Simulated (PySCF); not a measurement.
# C8H12: the cost of one run

Programs: PySCF 2.14.0, with routines of our own; each step states its level. All values are computed. Atoms count from 0.

### Step 1. The system as given

20 atoms, charge 0, multiplicity 1; geometry from: GFN2-xTB.

### Step 2. Magnetic properties: GIAO HF/pcSseg-1

The job: settings as JSON, then the geometry in Å.

```
{"job": {"kind": "mag", "xc": "HF", "basis": "pcSseg-1", "isotopologues": 2}, "charge": 0, "multiplicity": 1}
C      4.114078     1.344761    -0.258544
C      3.065599     0.564317    -0.303920
C      2.064753    -0.196105    -0.363670
C      1.013967    -0.979331    -0.404876
C     -0.174228    -0.845023     0.494467
C     -1.445702    -0.505190    -0.300820
C     -2.675349    -0.598601     0.598475
C     -1.332730     0.888396    -0.912964
H      4.188815     2.148762     0.456399
H      4.943999     1.214122    -0.934989
H      0.966440    -1.774347    -1.140430
H     -0.329151    -1.795781     1.014643
H      0.008486    -0.070223     1.241557
H     -1.550660    -1.236372    -1.111048
H     -2.592249     0.099628     1.428769
H     -3.574995    -0.357454     0.036575
H     -2.785345    -1.602549     1.003464
H     -1.253901     1.639969    -0.129804
H     -2.208396     1.112858    -1.518270
H     -0.448579     0.958842    -1.542870
```

Level: GIAO HF/pcSseg-1 magnetisability, rotational g tensor and spin-rotation constants, non-relativistic, gas phase.

Launch:

```
$ OMP_NUM_THREADS=1 python excited_run.py task.json out
```

This one command runs all jobs of the session in turn.

Q: Estimate the wall time and peak memory of this first job on 1 thread of Arm Neoverse V1, shared host.

About 19 s, with a peak of 0.96 GiB.
